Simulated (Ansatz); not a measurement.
# RbN2: the cost of one run

Computed with Ansatz 0.2.0 (DFT PBE, scalar-relativistic, plane waves, PAW, unless a step's input says otherwise).

1 further run of the same task is left out (set aside as unsound or not needed).

### Step 1. The structure to begin with

The structure is tetragonal, space group P4/nmm (No. 129). The conventional cell has a = 4.059 Å, b = 4.059 Å, c = 6.193 Å, α = 90.00°, β = 90.00°, γ = 90.00°. Around Rb (site symmetry 4mm) lie 9 N at 2.66 to 2.88 Å. N (site symmetry -4m2) has 8 N at 2.63 to 2.87 Å and 4 Rb at 2.75 Å as nearest neighbours. N (site symmetry 4mm) is surrounded by 4 N at 2.63 Å and 5 Rb at 2.66 to 2.88 Å.

Coordinates:

```
Rb N
1.0
     4.05884    0.00000    0.00000
     0.00000    4.05884    0.00000
     0.00000    0.00000    6.19299
Rb N
2 4
Direct
  0.00000 0.50000 0.70000
  0.50000 0.00000 0.30000
  0.00000 0.00000 0.00000
  0.50000 0.50000 0.00000
  0.00000 0.50000 0.27000
  0.50000 0.00000 0.73000
```

(A quick probe on a coarse mesh, which set the mesh and smearing, is not shown.)

### Step 3. Coarse relaxation

File input.yaml:

```yaml
crystal:
  lattice:
    - [4.0588438131, 0.0, 0.0]
    - [0.0, 4.0588438131, 0.0]
    - [0.0, 0.0, 6.1929903973]
  atoms:
    - { symbol: Rb, position: [0.0, 0.5, 0.7] }
    - { symbol: Rb, position: [0.5, 0.0, 0.3] }
    - { symbol: "N", position: [0.0, 0.0, 0.0], spin: -2.07 }
    - { symbol: "N", position: [0.5, 0.5, 0.0], spin: -2.07 }
    - { symbol: "N", position: [0.0, 0.5, 0.27], spin: 1.53 }
    - { symbol: "N", position: [0.5, 0.0, 0.73], spin: 1.53 }
basis:
  ecutwfc: 420
kpoints:
  mp_grid: { grid: [4, 4, 4] }
hamiltonian:
  xc: pbe
scf:
  occupations: { method: gaussian, width: 0.1 }
  lower_state_search: "off"
output:
  forces: true
  stress: true
  eigenvalues: true
  populations: true
magnetization:
  spin_polarized: true
relax:
  adjacent_minimum: "off"
  f_tol: 0.04
  max_steps: 70
  cell: { stress_tol: 0.4 }
```

Run with:

```
> ansatz run input.yaml --threads 1 --pin off --max-ram 2560MiB --backend cpu --events-out ev --progress --plain --runs-dir out
```

Q: Estimate wall time and peak memory on 1 thread of Intel Xeon 6975P-C (Granite Rapids), shared host.

About 2.7 min, with a peak of 0.47 GiB.
